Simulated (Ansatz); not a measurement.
# RPA@PBE0/def2-SVP (core potential) run of SnF4 (SMILES [F][Sn]([F])([F])[F])

What is the vertical singlet–triplet gap of SnF4 at RPA@PBE0/def2-SVP (core potential)? 

Program for the calculation: Ansatz 0.2.0.

48 further runs of the same task are left out: 21 that didn't finish, 27 set aside as unsound or not needed. Runs told in other sessions of the task aren't counted.

## Step 1: The molecule

SnF4: 5 atoms, total charge 0, spin state singlet. SMILES: `[F][Sn]([F])([F])[F]`. Geometry: relaxed at PBE0-D4/def2-TZVP.

Bond lengths: F1–Sn2 1.876 Å, Sn2–F3 1.876 Å, Sn2–F4 1.876 Å, Sn2–F5 1.876 Å. Angles: F1–Sn2–F3 109.5°, F1–Sn2–F4 109.5°, F1–Sn2–F5 109.5°, F3–Sn2–F4 109.5°, F3–Sn2–F5 109.5°, F4–Sn2–F5 109.5°.

## Step 2: A single-point energy at RPA@PBE0/def2-SVP (core potential)

Input file run.yaml:

```yaml
crystal:
  periodic: [false, false, false]
  atoms:
    - symbol: F
      position_ang: [0.130300, -0.871400, 1.656700]
    - symbol: Sn
      position_ang: [0.009900, -0.014700, -0.008300]
    - symbol: F
      position_ang: [-1.285400, 1.340000, 0.078100]
    - symbol: F
      position_ang: [-0.477600, -1.263800, -1.320800]
    - symbol: F
      position_ang: [1.672500, 0.736200, -0.447200]
basis:
  gaussian:
    orbitals: def2-SVP
total_charge: 0
hamiltonian:
  xc: {name: PBE0}
correlation:
  method: rpa
  frozen_orbitals: {F: 1, Sn: 4}
accuracy: high
```

The run is started by

```console
$ ansatz run run.yaml --threads 1 --pin off --max-ram 3480MiB --events-out events.jsonl --progress --plain --runs-dir runs
```

Output:

```text
Warning: RAYON_NUM_THREADS=1 ignored (pool sized by the plan → 1); use --threads N
Functional definition: PBE0
  name "PBE0"
  parameter a = 0.25
  parameter kappa = 0.804
  parameter beta = 0.06672455060314922
  exchange = (1 - a)*pbe_x(kappa = kappa, mu = beta*pi^2/3) + a*exact_x
  correlation = pbe_c(beta = beta)
1743 factors; integrals over basis functions are off by at most 3.2e-9 eV
mean field evaluation 1: about -16675.8213 eV, gradient 6.2e1 eV
mean field evaluation 2: about -16675.8820 eV, gradient 6.2e1 eV
mean field evaluation 4: about -16682.1197 eV, gradient 5.9e-1 eV
mean field evaluation 8: about -16682.1307 eV, gradient 3.2e-2 eV
mean field evaluation 16: about -16682.1307 eV, gradient 1.1e-6 eV
mean field -16682.13069995 eV, -613.0569956689 hartree, gradient 4.9e-8 eV, S^2 0.000000; 0 other end points of the search recorded, 0 dependent functions left out
8 core orbitals not correlated: weight in the atoms' cores, before any rotation towards them, 1.000 or more for the frozen orbitals, at most 0.000 for the correlated occupied ones
reference -16621.24890416 eV, -610.8196309406 hartree; 21, 21 occupied and 53, 53 virtual orbitals, 1743 factors
Total energy: -16652.09699458 eV, -611.9532773541 hartree
```

Run time: 13 s. Hardware: 1 thread of Arm Neoverse V1, shared host; peak memory 0.32 GiB.

## Step 3: The triplet at the same level

Input file molecule.yaml:

```yaml
crystal:
  periodic: [false, false, false]
  atoms:
    - {symbol: F, position_ang: [0.130300, -0.871400, 1.656700]}
    - {symbol: Sn, position_ang: [0.009900, -0.014700, -0.008300]}
    - {symbol: F, position_ang: [-1.285400, 1.340000, 0.078100]}
    - {symbol: F, position_ang: [-0.477600, -1.263800, -1.320800]}
    - {symbol: F, position_ang: [1.672500, 0.736200, -0.447200]}
basis:
  gaussian:
    orbitals: def2-SVP
magnetization:
  spin_polarized: true
  initial_magnetization: 2
hamiltonian:
  xc: pbe0
correlation:
  method: rpa
  frozen_orbitals: {F: 1, Sn: 4}
accuracy: high
```

The run is started by

```console
$ ansatz run molecule.yaml --threads 1 --pin off --max-ram 3480MiB --events-out events.jsonl --progress --plain --runs-dir runs
```

Output (excerpt; [...] marks lines left out):

```text
Warning: RAYON_NUM_THREADS=1 ignored (pool sized by the plan → 1); use --threads N
[... 2 set-up lines as earlier in the session ...]
[...]
1743 factors; integrals over basis functions are off by at most 3.2e-9 eV
[...]
mean field -16675.57176296 eV, -612.8159591802 hartree, gradient 4.0e-8 eV, S^2 2.008486; 6 other end points of the search recorded, 0 dependent functions left out
8 core orbitals not correlated: weight in the atoms' cores, before any rotation towards them, 1.000 or more for the frozen orbitals, at most 0.000 for the correlated occupied ones
reference -16612.01509512 eV, -610.4802947175 hartree; 22, 20 occupied and 52, 54 virtual orbitals, 1743 factors
Total energy: -16645.11711947 eV, -611.6967716749 hartree
```

Wall time 2 min (1 thread of Arm Neoverse V1, shared host); peak memory 0.45 GiB.

## Step 4: Results

Level: RPA@PBE0/def2-SVP (core potential), 8 core orbitals frozen.

| quantity | value |
| --- | --- |
| singlet: total energy | -611.95328 Eh |
| singlet: RPA correlation energy (valence) | -1133.6 mEh |
| triplet: total energy | -611.69677 Eh |
| triplet: RPA correlation energy (valence) | -1216.5 mEh |
| triplet: ⟨S²⟩ of the reference determinant | 2.008 |
| vertical energy of the triplet above the singlet | 6.980 eV |

What this shows: At this shape the triplet lies 6.98 eV (161 kcal/mol) above the singlet.
